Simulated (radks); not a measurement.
# Nuclear size and the levels of Ca

Aim: how the total energy, the levels and the density at the nucleus of Ca respond when the nuclear radius is scaled.

Method: Dirac Kohn-Sham, exchange-only LDA, spin-unpolarised, spherical densities, finite nucleus. Code: radks (a radial shooting solver on a logarithmic mesh, Libxc functionals) version 1.

## (1) The system

| Property | Result |
| --- | --- |
| element | calcium (Z = 20) |
| charge | 0 |
| electrons | 20 |
| configuration | [Ar] 4s2 |
| nuclear rms radius | 3.4776 fm |

Outer shells as boxes (Hund's rule):

Ca
```
[Ar] core
4s [↑↓]
```

## (2) rms radius 3.4776 fm

The run's settings:

```text
Z 20
configuration [Ar] 4s2 3d0 4p0
relativity Dirac
functional lda,
spin unpolarised
j_filling average
nucleus finite rms 3.4776 fm
c 137.035999084
```

## (3) rms radius 2.8308 fm

Input: that of step 2 with these lines changed.

```diff
@@ -6,3 +6,3 @@
 j_filling average
-nucleus finite rms 3.4776 fm
+nucleus finite rms 2.8308 fm
 c 137.035999084
```

## (4) rms radius 3.1716 fm

Input: that of step 3 with these lines changed.

```diff
@@ -6,3 +6,3 @@
 j_filling average
-nucleus finite rms 2.8308 fm
+nucleus finite rms 3.1716 fm
 c 137.035999084
```

## (5) rms radius 3.5854 fm

Input: that of step 4 with these lines changed.

```diff
@@ -6,3 +6,3 @@
 j_filling average
-nucleus finite rms 3.1716 fm
+nucleus finite rms 3.5854 fm
 c 137.035999084
```

## (6) rms radius 3.8288 fm

Input: that of step 5 with these lines changed.

```diff
@@ -6,3 +6,3 @@
 j_filling average
-nucleus finite rms 3.5854 fm
+nucleus finite rms 3.8288 fm
 c 137.035999084
```

What does the calculation give? Wanted: for each run, rms radius; total energy shift; density at nucleus; 1s1/2 shift; 2s1/2 shift; 2p1/2 shift.

The runs gave:

| rms radius (fm) | total energy shift (eV) | density at nucleus (e/bohr³) | 1s1/2 shift (meV) | 2s1/2 shift (meV) | 2p1/2 shift (meV) |
| --- | --- | --- | --- | --- | --- |
| 2.8308 | -0.0101 | 6154 | -4.28 | -0.335 | 0.0548 |
| 3.1716 | -0.00505 | 6135 | -2.13 | -0.167 | 0.0273 |
| 3.4776 | 0 | 6121 | 0 | 0 | 0 |
| 3.5854 | 0.00189 | 6116 | 0.796 | 0.0623 | -0.0102 |
| 3.8288 | 0.00635 | 6106 | 2.68 | 0.210 | -0.0344 |

**Reading.** Shifts are against the first run. Over the range the 1s1/2 level moves by 0.00696 eV and the 2p1/2 level by -0.0892 meV. A larger nucleus binds the 1s electrons less and lowers the density at its centre. These are shifts of eigenvalues, not the field shifts of spectral lines.
